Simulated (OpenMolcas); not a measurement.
**ROCCSD(T)/LANL2DZ (core potential) run of InN2H4 (SMILES [NH2][In][NH2])**

Aim: the vertical doublet–quartet gap of InN2H4 at ROCCSD(T)/LANL2DZ (core potential), from 2 runs. 

The results are computed with OpenMolcas 26.06.

8 further runs of the same task are left out: 2 for a known fault of the program, 3 that didn't finish, 3 set aside as unsound or not needed.

## (1) The system as given

InN2H4: 7 atoms, total charge 0, spin state doublet. As SMILES, `[NH2][In][NH2]`. Geometry: a GFN2-xTB relaxation, a rough one for these elements and not checked as a minimum. This is one conformer, not always the lowest.

Bond lengths: N1–In2 2.185 Å, In2–N3 2.185 Å, N1–H4 1.017 Å, N1–H5 1.018 Å, N3–H6 1.017 Å, N3–H7 1.017 Å. Angles: N1–In2–N3 105.4°, In2–N1–H4 115.9°, In2–N1–H5 106.6°, In2–N3–H6 115.8°, In2–N3–H7 106.7°, H4–N1–H5 105.6°, H6–N3–H7 105.5°.

## (2) The energy at ROCCSD(T)/LANL2DZ (core potential)

input.xyz reads:

```xyz
7

N     -1.589070     0.545230    -0.462220
In    -0.360410    -0.437980     1.053550
N      1.666770    -0.453800     0.238780
H     -2.594820     0.480500    -0.328850
H     -1.399520     0.071270    -1.342680
H      2.404170    -0.704450     0.892740
H      1.872890     0.499240    -0.051330
```

test.inp reads:

```
* H4InN2 CCSD(T)
>>> EXPORT MOLCAS_PRINT=2
&GATEWAY
Coord = input.xyz
Basis = LANL2DZ
Group = NoSym
&SEWARD
&SCF
UHF
Spin = 2
PrOrbitals = 1 2
&RASSCF
FileOrb = $Project.UnaOrb
Spin = 2
Nactel = 1 0 0
Inactive = 10
Ras2 = 1
OutOrbitals = Canonical
OrbListing = Nothing
&MOTRA
JobIph
Frozen = 2
&CCSDT
CCT
Triples = 3
Iterations = 50
Extrapolation = 5 4
```

Run with:

```sh
$ export MOLCAS_MEM=1860
$ pymolcas test.inp > test.log
```

What it wrote (excerpt; [...] marks lines left out):

```text
--- Start Module: gateway ---
[...]
--- Stop Module: gateway /rc=_RC_ALL_IS_WELL_ ---
[...]
      Basis functions           34
[...]
       Convergence after  15 Iterations
[...]
::    Total SCF energy                               -112.9760234485
[...]
      Total spin, S                                     0.5197406650
[...]
      Number of active orbitals                  1
[...]
      Spin quantum number                      0.5
[...]
      Active orbitals                            1
[...]
      Number of CSFs                             1
[...]
      Number of root(s) required                 1
[...]
      Convergence after 13 iterations
[...]
      printout of CI-coefficients larger than  0.05 for root  1
      energy=    -112.972286
      conf/sym  1     Coeff  Weight
             1  u   1.00000 1.00000
      Natural orbitals and occupation numbers for root  1
      sym 1:   1.000000
      ************************************************************************************************************************
      *                                                    Final results                                                     *
[...]
::    RASSCF root number  1 Total energy:   -112.97228592
[...]
      Total electronic charge=   21.000000
      Total            charge=   -0.000000
[...]
      Dipole Moment (debye):
      Origin of the operator (angstrom)=   -0.2725   -0.3314    0.7969
                   X= -1.0337E+00               Y= -1.2311E+00               Z=  2.9877E+00           Total=  3.3927E+00
      Quadrupole Moment (debye*angstrom):
[...]
--- Start Module: motra ---
[...]
      *** WARNING: Default frozen orbitals is overwritten by user input.
      *** Default values:   2
[...]
--- Stop Module: motra /rc=_RC_ALL_IS_WELL_ ---
--- Start Module: ccsdt ---
[...]
      Convergence after                    19  Iterations
      Total energy (diff) :    -113.25306863      -0.00000000
[...]
 METHOD                       : CCSD+T(CCSD)+<T3(1)WT1>+<T3(1)UT2> = CCSD(T)
[...]
       CCSD     =      -113.2530686326475
[...]
--- Stop Module: ccsdt /rc=_RC_ALL_IS_WELL_ ---
[...]
```

Run time: 4.2 s. Hardware: 1 thread of Arm Neoverse V2, shared host; peak memory 0.37 GiB.

## (3) The quartet

input.xyz is that of step 2.

test.inp reads:

```
&gateway
 coord=input.xyz
 basis=LANL2DZ
 group=NoSym

&seward

&scf
 uhf
 spin=4
 prorbitals=1 2

&rasscf
 fileorb=$Project.UnaOrb
 spin=4
 nactel=3 0 0
 inactive=9
 ras2=3
 outorbitals=Canonical
 orblisting=Nothing

&motra
 jobiph
 frozen=2

&ccsdt
 cct
 triples=3
 iterations=50
 extrapolation=5 4
```

Run with:

```sh
$ export MOLCAS_MEM=1860
$ pymolcas test.inp > test.log
```

What it wrote (excerpt; [...] marks lines left out):

```text
--- Start Module: gateway ---
[...]
--- Stop Module: gateway /rc=_RC_ALL_IS_WELL_ ---
[...]
      Basis functions           34
[...]
       Convergence after  53 Iterations
[...]
::    Total SCF energy                               -112.8709892515
[...]
      Total spin, S                                     1.5056123910
[...]
      Number of active orbitals                  3
[...]
      Spin quantum number                      1.5
[...]
      Active orbitals                            3
[...]
      Number of CSFs                             1
[...]
      Number of root(s) required                 1
[...]
      Convergence after 16 iterations
[...]
      printout of CI-coefficients larger than  0.05 for root  1
      energy=    -112.867186
      conf/sym  111     Coeff  Weight
             1  uuu   1.00000 1.00000
      Natural orbitals and occupation numbers for root  1
      sym 1:   1.000000   1.000000   1.000000
      ************************************************************************************************************************
      *                                                    Final results                                                     *
[...]
::    RASSCF root number  1 Total energy:   -112.86718580
[...]
      Total electronic charge=   21.000000
      Total            charge=   -0.000000
[...]
      Dipole Moment (debye):
      Origin of the operator (angstrom)=   -0.2725   -0.3314    0.7969
                   X=  5.4890E+00               Y= -1.2823E+00               Z=  2.9948E-01           Total=  5.6447E+00
      Quadrupole Moment (debye*angstrom):
[...]
--- Start Module: motra ---
[...]
      *** WARNING: Default frozen orbitals is overwritten by user input.
      *** Default values:   2
[...]
--- Stop Module: motra /rc=_RC_ALL_IS_WELL_ ---
--- Start Module: ccsdt ---
[...]
      Convergence after                    26  Iterations
      Total energy (diff) :    -113.11101334       0.00000008
[...]
 METHOD                       : CCSD+T(CCSD)+<T3(1)WT1>+<T3(1)UT2> = CCSD(T)
[...]
       CCSD     =      -113.1110133369325
[...]
--- Stop Module: ccsdt /rc=_RC_ALL_IS_WELL_ ---
[...]
```

Run time: 5.7 s. Hardware: 1 thread of Arm Neoverse V2, shared host; peak memory 0.37 GiB.

## (4) What came out

Level: ROCCSD(T)/LANL2DZ (core potential), 2 core orbitals frozen.

| quantity | value |
| --- | --- |
| doublet: total energy | -113.25911 Eh |
| doublet: (T) correction | -6.04 mEh |
| quartet: total energy | -113.11530 Eh |
| quartet: (T) correction | -4.29 mEh |
| vertical energy of the quartet above the doublet | 3.913 eV |

What this shows: At this shape the quartet lies 3.91 eV (378 kJ/mol) above the doublet.
